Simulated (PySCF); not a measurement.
# C4H12BF2N: the cost of one run

Programs: PySCF 2.14.0, with routines of our own; each step states its level. All values are computed. Atoms count from 0.

### 1 The starting structure

20 atoms, charge 0, multiplicity 1; geometry from: GFN2-xTB.

### 2 Magnetic properties: GIAO HF/pcSseg-1

Job settings and geometry (Å):

```
{"job": {"kind": "mag", "xc": "HF", "basis": "pcSseg-1", "isotopologues": 2}, "charge": 0, "multiplicity": 1}
B     -0.471942     1.636221    -0.206785
N     -0.441633    -0.014232    -0.042196
C     -1.561069    -0.568905    -0.802731
C     -0.602555    -0.371960     1.365198
C      0.788710    -0.589457    -0.590973
C      2.076112    -0.161902     0.105662
F      2.301214    -0.898979     1.224390
F      3.124677    -0.421267    -0.712758
H     -1.564366     1.974325     0.116881
H      0.358865     2.083918     0.520074
H     -0.240801     1.854721    -1.354121
H     -1.461327    -0.292620    -1.849630
H     -1.595907    -1.658962    -0.714194
H     -2.490407    -0.147008    -0.429506
H     -0.593798    -1.457318     1.500671
H     -1.547249     0.030305     1.722480
H      0.193085     0.069367     1.958419
H      0.745481    -1.687568    -0.555886
H      0.880730    -0.269758    -1.631910
H      2.097034     0.901758     0.373880
```

With the program's defaults for keys left out, this is: GIAO HF/pcSseg-1 magnetisability, rotational g tensor and spin-rotation constants, non-relativistic, gas phase.

Run with:

```bash
OMP_NUM_THREADS=1 python excited_run.py task.json out
```

The driver reads the jobs from task.json and runs them one after another.

Q: Estimate the wall time and peak memory of this first job on 1 thread of Arm Neoverse V1, shared host.

About 27 s, with a peak of 0.94 GiB.
